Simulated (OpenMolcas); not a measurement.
# Pd⁵⁺ among point charges: CASSCF and CASPT2 levels and susceptibility

Aim: the splitting of the states of Pd⁵⁺ in the field of 2 point charges, its lowest levels with spin-orbit coupling and its magnetic susceptibility.

The numbers are computed with OpenMolcas 26.06 (state-averaged CASSCF and CASPT2, spin-orbit coupling by RASSI with atomic mean-field integrals), except any that are marked as measured or tabulated.

**1. Starting point**

| Item | Value |
| --- | --- |
| Species | Pd⁵⁺ (palladium, Z = 46, 41 electrons) |
| Basis | ANO-RCC-VTZP [7s6p4d2f1g], 68 functions |
| Scalar Hamiltonian | DKH2, point nucleus |
| Inactive shells | 1s 2s 2p 3s 3p 3d 4s 4p |
| Active space | 5 electrons in 5 orbitals (4d) |
| Some configurations of this space | 4d⁵ |
| Orbitals | optimised for each spin and parity, averaged over all roots |

Outer shells as boxes (Hund's rule):

4d5
```
4d [↑ ][↑ ][↑ ][↑ ][↑ ]
```

The ion sits among 2 point charges of -2.5 e arranged as a linear pair (D∞h), 2.39 Å from the ion.

The work runs as a chain of OpenMolcas steps in one folder; each step below is one input file. Labels, J, g values, rates, χT and fits are worked out afterwards by a script from the matrices that RASSI stores. The input lists half of the charges; inversion (Group=XYZ) makes the rest.

**2. One- and two-electron integrals**

a.inp reads:

```
&GATEWAY
Coord
1

Pd 0.0 0.0 0.0
Basis=ANO-RCC-VTZP
Group=XYZ
NoMove
AngMom=0.0 0.0 0.0
AMFI
XField
1 Angstrom 0
0.000000 0.000000 2.390000 -2.500000
&SEWARD
```

Launch:

```bash
OMP_NUM_THREADS=1 MOLCAS_MEM=1689 MOLCAS_PROJECT=a pymolcas a.inp > a.log
```

**3. CASSCF: sextets of even parity, 1 root**

a.inp reads:

```
&RASSCF
FileOrb=start.orb
Symmetry=1
Spin=6
nActEl=5 0 0
Inactive=9 9
Ras2=5 0
CIRoot=1 1 1
SDav=1
CIMx=300
Iter=120 100
PrWF=0.3
OrbListing=Nothing
MaxOrb=0
>>> COPY $Project.JobIph JOB001
```

start.orb holds the contracted functions of the basis, ordered by shell, or the orbitals of the step before.

**4. CASSCF: quartets of even parity, 24 roots**

a.inp reads:

```
&RASSCF
FileOrb=start.orb
Symmetry=1
Spin=4
nActEl=5 0 0
Inactive=9 9
Ras2=5 0
CIRoot=24 24 1
SDav=24
CIMx=300
Iter=120 100
PrWF=0.3
OrbListing=Nothing
MaxOrb=0
>>> COPY $Project.JobIph JOB002
```

**5. CASSCF: doublets of even parity, 75 roots**

a.inp reads:

```
&RASSCF
FileOrb=start.orb
Symmetry=1
Spin=2
nActEl=5 0 0
Inactive=9 9
Ras2=5 0
CIRoot=75 75 1
SDav=75
CIMx=300
Iter=120 100
PrWF=0.3
OrbListing=Nothing
MaxOrb=0
>>> COPY $Project.JobIph JOB003
```

**6. State interaction with spin-orbit coupling**

a.inp reads:

```
&RASSI
NrOfJobIphs=3 1 24 75
1
1 2 3 4 5 6 7 8 9 10 11 12 13 14 15 16 17 18 19 20 21 22 23 24
1 2 3 4 5 6 7 8 9 10 11 12 13 14 15 16 17 18 19 20 21 22 23 24 25 26 27
28 29 30 31 32 33 34 35 36 37 38 39 40 41 42 43 44 45 46 47 48 49 50 51
52 53 54 55 56 57 58 59 60 61 62 63 64 65 66 67 68 69 70 71 72 73 74 75
IphNames
JOB001
JOB002
JOB003
EJob
SpinOrbit
DIPRint=1.0
SOCoupling=1000.0
Subsets=2
Property=9
'ANGMOM' 1 'ANGMOM' 2 'ANGMOM' 3 'MLTPL  1' 1 'MLTPL  1' 2 'MLTPL  1' 3
'AMFI' 1 'AMFI' 2 'AMFI' 3
SOProperty=3
'ANGMOM' 1 'ANGMOM' 2 'ANGMOM' 3
```

**7. CASPT2: IPEA 0.25, imaginary shift 0.1 (closed shells correlated: 4s 4p)**

a.inp reads:

```
>>> COPY JOB001 $Project.JobIph
&CASPT2
Multistate=1 1
Frozen=8 6
IPEA=0.25
Imaginary=0.1
MaxIter=60
WThr=0.0 0.3 0.05
PrWF=0.5
NoMix
>>> COPY JOB002 $Project.JobIph
&CASPT2
Multistate=24 1 2 3 4 5 6 7 8 9 10 11 12 13 14 15 16 17 18 19 20 21 22
23 24
NoMult
Frozen=8 6
IPEA=0.25
Imaginary=0.1
MaxIter=60
WThr=0.0 0.3 0.05
PrWF=0.5
NoMix
>>> COPY JOB003 $Project.JobIph
&CASPT2
Multistate=75 1 2 3 4 5 6 7 8 9 10 11 12 13 14 15 16 17 18 19 20 21 22
23 24 25 26 27 28 29 30 31 32 33 34 35 36 37 38 39 40 41 42 43 44 45 46
47 48 49 50 51 52 53 54 55 56 57 58 59 60 61 62 63 64 65 66 67 68 69 70
71 72 73 74 75
NoMult
Frozen=8 6
IPEA=0.25
Imaginary=0.1
MaxIter=60
WThr=0.0 0.3 0.05
PrWF=0.5
NoMix
```

(Steps that only read results are left out.)

What does the calculation give? Wanted: spin-free ground state; lowest level; next level.

The runs gave:

| quantity | value |
| --- | --- |
| method | SS-CASPT2, IPEA 0.25, imaginary shift 0.1 (closed shells correlated: 4s 4p) |
| spin-free ground state | 6Sigma, 1-fold in its orbital part |
| lowest level | 2-fold, g = 0.00, 0.00, 9.97 |
| next level | 28.5 cm⁻¹ |
| χT at 300 K | 4.35 cm³ K/mol |
| effective moment at 300 K | 5.90 μB |

Cost by method:

```tsv
method	time of its own steps	time with the reference
A. CASSCF	22 s	22 s
B. SS-CASPT2, IPEA 0.25, imaginary shift 0.1, +4s 4p	11 s	33 s
```

Times are of one thread on a shared host.

The spin-free ground state (6Sigma) comes to 100 % from free-ion S terms and keeps the highest spin of the shell. χT at 300 K is 4.35, against 4.39 cm³ K/mol for the spin alone, as a half-filled shell (L = 0) has no orbital moment. An active space of the d shell alone favours high spin; real ions in strong fields can be low spin. CASPT2 does not keep the components of a term degenerate, and the means are used. The field of point charges can differ much from that of real complexes. With metal d orbitals alone active, the gaps between spin states are rough; where two lie within a few thousand cm-1, their order is open. This is an electrostatic model: the charges have no orbitals.
